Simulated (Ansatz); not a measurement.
**InNH₄ (SMILES [NH2][InH2]): single points off equilibrium**

An exercise on one series of results from a longer session: the logs are not shown, and one member is left open.

Program: Ansatz 0.2.0, Gaussian basis. Level of theory: single points in def2-TZVPP. These are calculated values, not measurements.

Correlated methods freeze the cores. Filled d shells of the heavier atoms are correlated. Core potentials replace the inner electrons past krypton, and spin-orbit coupling is left out.

## The starting structure

SMILES `[NH2][InH2]`, 6 atoms, charge 0, spin multiplicity 1.

Atoms are counted from 1 here; the program's logs count them from 0.

Bond lengths: N1–In2 2.039 Å, N1–H3 1.032 Å, N1–H4 1.038 Å, In2–H5 1.692 Å, In2–H6 1.730 Å. Angles: In2–N1–H3 115.6°, In2–N1–H4 116.1°, H3–N1–H4 106.9°, N1–In2–H5 121.2°, N1–In2–H6 118.3°, H5–In2–H6 119.9°.

Geometry (Å):

```mol
H4InN
  3D, bonds by distance, orders not assigned

  6  5  0  0  0  0  0  0  0  0999 V2000
    0.1209   -1.1471    0.1908 N   0  0
    0.0679    0.8751   -0.0651 In  0  0
   -0.7055   -1.5598    0.6499 H   0  0
    0.3056   -1.7104   -0.6613 H   0  0
    0.8587    1.6138   -1.3653 H   0  0
   -0.6008    1.8461    1.2010 H   0  0
  1  2  8  0
  1  3  8  0
  1  4  8  0
  2  5  8  0
  2  6  8  0
M  END
```

The first run:

File run/in.yaml:

```yaml
crystal:
  periodic: [false, false, false]
  atoms:
    - {symbol: N, position_ang: [0.120900, -1.147100, 0.190800]}
    - {symbol: In, position_ang: [0.067900, 0.875100, -0.065100]}
    - {symbol: H, position_ang: [-0.705500, -1.559800, 0.649900]}
    - {symbol: H, position_ang: [0.305600, -1.710400, -0.661300]}
    - {symbol: H, position_ang: [0.858700, 1.613800, -1.365300]}
    - {symbol: H, position_ang: [-0.600800, 1.846100, 1.201000]}
basis:
  gaussian: {orbitals: def2-TZVPP}
correlation: {method: ccsd_t}
output: {forces: true}
```

The command line of these runs was not kept.

Among the steps run: CCSD(T)/def2-TZVPP; PBE0-D4/def2-TZVPP; wB97M-V/def2-TZVPP; r2SCAN-D4/def2-TZVPP; PBE-D4/def2-TZVPP; SPW92/def2-TZVPP; B97M-V/def2-TZVPP.

One of the session's tables, all rows but one given; the rest of the session is left out.

| method | RMS force component (eV/Å) | angle to CCSD(T) forces (°) | dipole (D) |
| --- | --- | --- | --- |
| CCSD(T) | 0.428 | reference | 1.22 |
| PBE0-D4 | 0.462 | 4.2 | 1.24 |
| wB97M-V | ? | ? | ? |
| r2SCAN-D4 | 0.430 | 2.8 | 1.24 |
| PBE-D4 | 0.343 | 17.1 | 1.25 |
| SPW92 | 0.295 | 26.8 | 1.27 |
| B97M-V | 0.525 | 11.9 | 1.28 |

Q: Estimate the row for wB97M-V from the others.

**Answer.** RMS force component (eV/Å): 0.467; angle to CCSD(T) forces (°): 3.6; dipole (D): 1.25. In the column «RMS force component (eV/Å)» it lies between PBE0-D4 (0.462) and B97M-V (0.525).
